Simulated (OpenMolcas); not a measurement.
# Pd⁵⁺ among point charges: CASSCF and CASPT2 levels and susceptibility

How does a field of 4 point charges split the states of Pd⁵⁺, and what χT follows?

Program: OpenMolcas 26.06. Level of theory: state-averaged CASSCF and CASPT2, spin-orbit coupling by RASSI with atomic mean-field integrals. These are calculated values, not measurements, unless marked.

### 1 Starting point

* Species: Pd⁵⁺ (palladium, Z = 46, 41 electrons)
* Basis: ANO-RCC-VDZP [6s5p3d1f], 43 functions
* Scalar Hamiltonian: DKH2, point nucleus
* Inactive shells: 1s 2s 2p 3s 3p 3d 4s 4p
* Active space: 5 electrons in 5 orbitals (4d)
* Some configurations of this space: 4d⁵
* Orbitals: optimised for each spin and parity, averaged over all roots

Outer shells as boxes (Hund's rule):

4d5
```
4d [↑ ][↑ ][↑ ][↑ ][↑ ]
```

The ion sits among 4 point charges of -1 e arranged as a square (D4h), 1.79 Å from the ion.

The work runs as a chain of OpenMolcas steps in one folder; each step below is one input file. Labels, J, g values, rates, χT and fits are worked out afterwards by a script from the matrices that RASSI stores. The input lists half of the charges; inversion (Group=XYZ) makes the rest.

### 2 GATEWAY and SEWARD: basis and integrals

File a.inp:

```
&GATEWAY
Coord
1

Pd 0.0 0.0 0.0
Basis=ANO-RCC-VDZP
Group=XYZ
NoMove
AngMom=0.0 0.0 0.0
AMFI
XField
2 Angstrom 0
1.790000 0.000000 0.000000 -1.000000
0.000000 1.790000 0.000000 -1.000000
&SEWARD
```

Launch:

```console
$ OMP_NUM_THREADS=1 MOLCAS_MEM=1689 MOLCAS_PROJECT=a pymolcas a.inp > a.log
```

### 3 Reference wave functions, sextets of even parity, 1 root

File a.inp:

```
&RASSCF
FileOrb=start.orb
Symmetry=1
Spin=6
nActEl=5 0 0
Inactive=9 9
Ras2=5 0
CIRoot=1 1 1
SDav=1
CIMx=300
Iter=120 100
PrWF=0.3
OrbListing=Nothing
MaxOrb=0
>>> COPY $Project.JobIph JOB001
```

start.orb holds the contracted functions of the basis, ordered by shell, or the orbitals of the step before.

### 4 Reference wave functions, quartets of even parity, 24 roots

File a.inp:

```
&RASSCF
FileOrb=start.orb
Symmetry=1
Spin=4
nActEl=5 0 0
Inactive=9 9
Ras2=5 0
CIRoot=24 24 1
SDav=24
CIMx=300
Iter=120 100
PrWF=0.3
OrbListing=Nothing
MaxOrb=0
>>> COPY $Project.JobIph JOB002
```

### 5 Reference wave functions, doublets of even parity, 75 roots

File a.inp:

```
&RASSCF
FileOrb=start.orb
Symmetry=1
Spin=2
nActEl=5 0 0
Inactive=9 9
Ras2=5 0
CIRoot=75 75 1
SDav=75
CIMx=300
Iter=120 100
PrWF=0.3
OrbListing=Nothing
MaxOrb=0
>>> COPY $Project.JobIph JOB003
```

### 6 State interaction with spin-orbit coupling

File a.inp:

```
&RASSI
NrOfJobIphs=3 1 24 75
1
1 2 3 4 5 6 7 8 9 10 11 12 13 14 15 16 17 18 19 20 21 22 23 24
1 2 3 4 5 6 7 8 9 10 11 12 13 14 15 16 17 18 19 20 21 22 23 24 25 26 27
28 29 30 31 32 33 34 35 36 37 38 39 40 41 42 43 44 45 46 47 48 49 50 51
52 53 54 55 56 57 58 59 60 61 62 63 64 65 66 67 68 69 70 71 72 73 74 75
IphNames
JOB001
JOB002
JOB003
EJob
SpinOrbit
DIPRint=1.0
SOCoupling=1000.0
Subsets=2
Property=9
'ANGMOM' 1 'ANGMOM' 2 'ANGMOM' 3 'MLTPL  1' 1 'MLTPL  1' 2 'MLTPL  1' 3
'AMFI' 1 'AMFI' 2 'AMFI' 3
SOProperty=3
'ANGMOM' 1 'ANGMOM' 2 'ANGMOM' 3
```

### 7 CASPT2: IPEA 0.25, imaginary shift 0.1 (closed shells correlated: 4s 4p)

File a.inp:

```
>>> COPY JOB001 $Project.JobIph
&CASPT2
Multistate=1 1
Frozen=8 6
IPEA=0.25
Imaginary=0.1
MaxIter=60
WThr=0.0 0.3 0.05
PrWF=0.5
NoMix
>>> COPY JOB002 $Project.JobIph
&CASPT2
Multistate=24 1 2 3 4 5 6 7 8 9 10 11 12 13 14 15 16 17 18 19 20 21 22
23 24
NoMult
Frozen=8 6
IPEA=0.25
Imaginary=0.1
MaxIter=60
WThr=0.0 0.3 0.05
PrWF=0.5
NoMix
>>> COPY JOB003 $Project.JobIph
&CASPT2
Multistate=75 1 2 3 4 5 6 7 8 9 10 11 12 13 14 15 16 17 18 19 20 21 22
23 24 25 26 27 28 29 30 31 32 33 34 35 36 37 38 39 40 41 42 43 44 45 46
47 48 49 50 51 52 53 54 55 56 57 58 59 60 61 62 63 64 65 66 67 68 69 70
71 72 73 74 75
NoMult
Frozen=8 6
IPEA=0.25
Imaginary=0.1
MaxIter=60
WThr=0.0 0.3 0.05
PrWF=0.5
NoMix
```

(Steps that only read results are left out.)

What does the calculation give? Wanted: spin-free ground state; lowest level; next level.

**Answer**, as computed:

| quantity | value |
| --- | --- |
| method | SS-CASPT2, IPEA 0.25, imaginary shift 0.1 (closed shells correlated: 4s 4p) |
| spin-free ground state | 6A1, 1-fold in its orbital part |
| lowest level | 2-fold E1/2, g = 1.99, 5.99, 5.99 |
| next level | 5.0 cm⁻¹ |
| χT at 300 K | 4.36 cm³ K/mol |
| effective moment at 300 K | 5.90 μB |

Cost by method:

| method | time of its own steps | time with the reference |
| --- | --- | --- |
| A. CASSCF | 20 s | 20 s |
| B. SS-CASPT2, IPEA 0.25, imaginary shift 0.1, +4s 4p | 5 s | 25 s |

Times are of one thread on a shared host.

**Reading.** The spin-free ground state (6A1) comes to 100 % from free-ion S terms and keeps the highest spin of the shell. χT at 300 K is 4.36, against 4.39 cm³ K/mol for the spin alone, as a half-filled shell (L = 0) has no orbital moment. An active space of the d shell alone favours high spin; real ions in strong fields can be low spin. The field of point charges can differ much from that of real complexes. With metal d orbitals alone active, the gaps between spin states are rough; where two lie within a few thousand cm-1, their order is open. Point charges carry no covalency, so the field is a model and not that of real ligands.
